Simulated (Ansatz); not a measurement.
# C2H6OTe: the cost of one run

All numbers below are computed with Ansatz 0.2.0 (RKS PBE-D4/def2-SVP).

### 1 The starting structure

Bond lengths: C1–O2 1.367 Å, O2–C3 1.385 Å, C3–Te4 2.163 Å, C1–H5 1.128 Å, C1–H6 1.176 Å, C1–H7 1.123 Å, C3–H8 1.178 Å, C3–H9 1.136 Å, Te4–H10 1.703 Å. Angles: C1–O2–C3 108.1°, O2–C1–H5 114.4°, O2–C1–H6 108.5°, O2–C1–H7 114.5°, H5–C1–H6 103.1°, H5–C1–H7 110.7°, H6–C1–H7 104.4°, O2–C3–Te4 113.7°, O2–C3–H8 115.2°, O2–C3–H9 108.9°, Te4–C3–H8 106.6°, Te4–C3–H9 108.7°, H8–C3–H9 103.0°, C3–Te4–H10 90.9°.

Coordinates:

```xyz
10

C    -0.8175    0.9230    0.2076
O    -0.8782   -0.4079    0.5154
C     0.4071   -0.9202    0.4638
Te    0.9685   -1.6664   -1.4870
H    -0.4135    1.1448   -0.8215
H    -1.9143    1.3452    0.1606
H    -0.3066    1.5568    0.9805
H     1.2573   -0.1767    0.7977
H     0.4962   -1.7661    1.2170
H     1.2839   -0.0837   -2.0312
```

### 2 End point A

Input file input.yaml:

```yaml
crystal:
  periodic: [false, false, false]
  atoms:
    - { symbol: C, position_ang: [-0.8175, 0.923, 0.2076] }
    - { symbol: O, position_ang: [-0.8782, -0.4079, 0.5154] }
    - { symbol: C, position_ang: [0.4071, -0.9202, 0.4638] }
    - { symbol: Te, position_ang: [0.9685, -1.6664, -1.487] }
    - { symbol: H, position_ang: [-0.4135, 1.1448, -0.8215] }
    - { symbol: H, position_ang: [-1.9143, 1.3452, 0.1606] }
    - { symbol: H, position_ang: [-0.3066, 1.5568, 0.9805] }
    - { symbol: H, position_ang: [1.2573, -0.1767, 0.7977] }
    - { symbol: H, position_ang: [0.4962, -1.7661, 1.217] }
    - { symbol: H, position_ang: [1.2839, -0.0837, -2.0312] }
basis:
  gaussian: { orbitals: def2-SVP }
hamiltonian:
  xc: pbe
  dispersion: d4
relax:
  f_tol: 0.02
  max_steps: 50
```

Started as:

```
$ ansatz run input.yaml --threads 2 --pin off --max-ram 3072MiB --backend cpu --events-out ev --progress --plain --runs-dir out
```

Q: Estimate wall time and peak memory on 2 threads of Intel Xeon Platinum 8488C (Sapphire Rapids), shared host.

About 12 s, with a peak of 0.15 GiB.
